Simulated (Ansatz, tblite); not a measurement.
**Sn9H16 off sphere (Sn9H16): one state, many levels**

The task here is to estimate one member of a computed series from the others.

Computed with Ansatz 0.2.0, Gaussian basis. Level: as each input shows.

The runs, in order: GFN1-xTB, GFN2-xTB, PBE-D4/def2-TZVP, r2SCAN-D4/def2-TZVP, B97M-V/def2-TZVP, CAM-B3LYP-D4/def2-TZVP, B2PLYP/def2-TZVP, PBE-D4/def2-SVP, PBE0-D4/def2-SVP, MP2/def2-TZVP, RPA/def2-TZVP.

1 further run of the same task is left out (set aside as unsound or not needed).

## The geometry

The geometry is that of the singlet, from an earlier relaxation (PBE-D4/def2-SVP).

25 atoms, charge 0, spin multiplicity 1.

Bond lengths: Sn1–Sn6 2.816 Å, Sn1–Sn7 2.811 Å, Sn1–H10 1.737 Å, Sn1–H11 1.737 Å, Sn2–Sn6 2.816 Å, Sn2–Sn8 2.811 Å, Sn2–H12 1.737 Å, Sn2–H13 1.737 Å, Sn3–Sn6 2.818 Å, Sn3–Sn9 2.817 Å, Sn3–H14 1.737 Å, Sn3–H15 1.737 Å, Sn4–Sn7 2.811 Å, Sn4–Sn9 2.816 Å, Sn4–H16 1.737 Å, Sn4–H17 1.737 Å, Sn5–Sn8 2.811 Å, Sn5–Sn9 2.816 Å and more. Angles: Sn6–Sn1–Sn7 111.6°, Sn6–Sn1–H10 110.2°, Sn6–Sn1–H11 108.8°, Sn7–Sn1–H10 110.6°, Sn7–Sn1–H11 108.6°, H10–Sn1–H11 106.9°, Sn6–Sn2–Sn8 111.6°, Sn6–Sn2–H12 110.2°, Sn6–Sn2–H13 108.8°, Sn8–Sn2–H12 110.5°, Sn8–Sn2–H13 108.6°, H12–Sn2–H13 107.0°, Sn6–Sn3–Sn9 109.4°, Sn6–Sn3–H14 110.0°, Sn6–Sn3–H15 110.0°, Sn9–Sn3–H14 110.1°, Sn9–Sn3–H15 110.1°, H14–Sn3–H15 107.2° and more.

Sn takes a core potential in the def2 sets. No spin-orbit coupling is included.

PBE0-D4/def2-TZVP was run before; its log isn't repeated, and its numbers join the tables.

Set-up of the first run:

Tight binding, by tblite at 300 K electronic temperature and without a spin-polarisation term:

```python
tblite.interface.Calculator('GFN1-xTB', numbers, positions, charge=0, uhf=0).singlepoint()
```

Tight binding, by tblite at 300 K electronic temperature and without a spin-polarisation term:

```python
tblite.interface.Calculator('GFN2-xTB', numbers, positions, charge=0, uhf=0).singlepoint()
```

start.molden holds the orbitals of an earlier run on this state, given as this run's starting guess.

in.yaml reads:

```yaml
crystal:
  periodic: [false, false, false]
  atoms:
    - {symbol: Sn, position_ang: [0.273717, -3.278680, 0.006768]}
    - {symbol: Sn, position_ang: [0.265368, 0.007431, -3.281118]}
    - {symbol: Sn, position_ang: [-2.952520, -0.005919, -0.001632]}
    - {symbol: Sn, position_ang: [0.263660, -0.009165, 3.280037]}
    - {symbol: Sn, position_ang: [0.257613, 3.280630, -0.007472]}
    - {symbol: Sn, position_ang: [-1.320158, -1.628971, -1.626513]}
    - {symbol: Sn, position_ang: [1.855832, -1.769578, 1.773695]}
    - {symbol: Sn, position_ang: [1.845633, 1.780382, -1.776673]}
    - {symbol: Sn, position_ang: [-1.327898, 1.622012, 1.625577]}
    - {symbol: H, position_ang: [1.267705, -4.311634, -0.973726]}
    - {symbol: H, position_ang: [-0.764025, -4.313059, 0.939517]}
    - {symbol: H, position_ang: [1.263732, -0.971639, -4.311648]}
    - {symbol: H, position_ang: [-0.776212, 0.935817, -4.315212]}
    - {symbol: H, position_ang: [-3.983174, -0.996675, 0.985163]}
    - {symbol: H, position_ang: [-3.983672, 0.980483, -0.992158]}
    - {symbol: H, position_ang: [-0.775820, -0.945104, 4.309688]}
    - {symbol: H, position_ang: [1.253454, 0.973288, 4.315303]}
    - {symbol: H, position_ang: [-0.786791, 4.310780, -0.937616]}
    - {symbol: H, position_ang: [1.250426, 4.314130, 0.973928]}
    - {symbol: H, position_ang: [-2.322437, -2.638725, -2.633658]}
    - {symbol: H, position_ang: [2.743916, -2.825267, 2.829861]}
    - {symbol: H, position_ang: [3.014728, -0.854814, 0.863800]}
    - {symbol: H, position_ang: [2.724724, 2.841402, -2.835362]}
    - {symbol: H, position_ang: [3.011164, 0.874272, -0.866688]}
    - {symbol: H, position_ang: [-2.336166, 2.626006, 2.632439]}
basis:
  gaussian: {orbitals: def2-TZVP, fitting: {mean_field: def2-universal-jkfit}, initial_orbitals: start.molden}
hamiltonian: {xc: pbe, dispersion: d4}
scf: {omitted_lower_state_checks: [starts]}
output: {orbitals: {seedname: orbitals}}
```

On the command line:

```
$ ansatz run in.yaml --threads 2 --pin off --events-out ev --progress --plain --max-ram 32768MiB --backend cuda --devices 0, --max-vram 18GiB
```

Steps of the session up to this table: PBE-D4/def2-TZVP; r2SCAN-D4/def2-TZVP; B97M-V/def2-TZVP; CAM-B3LYP-D4/def2-TZVP; B2PLYP/def2-TZVP; PBE-D4/def2-SVP; PBE0-D4/def2-SVP; MP2/def2-TZVP; RPA/def2-TZVP.

One table of the session follows, with a row left open; its other results are not shown here.

It belongs to the step «Binding energy». 

```
                 level  binding an atom (eV)
          HF/def2-TZVP                 1.644
       PBE-D4/def2-SVP                     ?
      PBE-D4/def2-TZVP                 2.374
   r2SCAN-D4/def2-TZVP                 2.394
      B97M-V/def2-TZVP                 2.466
      PBE0-D4/def2-SVP                 2.360
     PBE0-D4/def2-TZVP                 2.375
CAM-B3LYP-D4/def2-TZVP                 2.395
         MP2/def2-TZVP                 2.232
```

Estimate the missing values for PBE-D4/def2-SVP.

As computed: binding an atom (eV): 2.362. In the column «binding an atom (eV)» it lies between PBE0-D4/def2-SVP (2.360) and PBE-D4/def2-TZVP (2.374).

To keep in mind: Free atoms were run apart at each level; binding is atoms less cluster, divided by the number of atoms, without zero-point or spin-orbit terms.
